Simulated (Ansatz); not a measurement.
# FH2ISi, SMILES F[SiH2]I: the interaction energy of a dimer with the counterpoise correction

With the Ansatz DFT code, driven from Python.

Run as a notebook:

In [1]:
```python
import ansatz
```

In [2]:
```python
FIRST = [
    ("F", (-0.4262, -0.2476, 1.5875)),
    ("Si", (0.0943, -0.1193, 0.0802)),
    ("I", (-1.2732, 1.481, -1.2151)),
    ("H", (0.0919, -1.4459, -0.5571)),
    ("H", (1.513, 0.3316, 0.1046)),
]
SECOND = [
    ("F", (3.4432, -0.5372, 5.3352)),
    ("Si", (2.8048, -0.9068, 3.9156)),
    ("I", (3.8863, 0.3509, 2.0833)),
    ("H", (1.3562, -0.6487, 3.944)),
    ("H", (2.9658, -2.3694, 3.6889)),
]

def energy(atoms, ghosts=()):
    molecule = ansatz.Crystal.molecule()
    for symbol, xyz in atoms:
        molecule = molecule.atom(symbol, xyz)
    calc = (
        molecule.calculation()
        .basis(gaussian="def2-SVP")
        .functional("r2scan")
    )
    deck = calc.input()
    if ghosts:
        deck = deck.set(ansatz.key.basis.gaussian.ghost_atoms, [{"symbol": s, "position_ang": list(xyz)} for s, xyz in ghosts])
    return ansatz.Session.from_dict(deck).plan().execute().report["free_energy_ev"]

# ghost atoms carry the functions of the partner
both = energy(FIRST + SECOND)
alone = energy(FIRST) + energy(SECOND)
ghosted = energy(FIRST, SECOND) + energy(SECOND, FIRST)
print(f"dimer {both:.6f} eV")
print(f"interaction, uncorrected   {(both - alone):8.3f} eV")
print(f"interaction, counterpoise  {(both - ghosted):8.3f} eV")
print(f"basis-set superposition    {(alone - ghosted):8.3f} eV")
```
```text
dimer -37453.657358 eV
interaction, uncorrected     -0.010 eV
interaction, counterpoise     0.019 eV
basis-set superposition       0.029 eV
```

Uncorrected it is -0.010 eV, with the counterpoise correction 0.019 eV; the difference, 0.03 eV, is the superposition error. The sign changes with the correction, so this basis doesn't settle it.

Total energies depend on the basis set; only differences at equal settings carry meaning. The dimer is a generated trial pose of unrelaxed monomers, not a minimum, so the figure is no binding energy, and the basis set is small. def2 sets replace the cores of elements past krypton by effective core potentials. This level lacks the dispersion part of the attraction (electrostatics and induction are there), which can decide the sign where the interaction is weak. Hardware and time: 33 s on 1 thread of Arm Neoverse V1 (shared host), peak memory 0.27 GiB.

(Lines on the test bed's own set-up are left out of the output.)
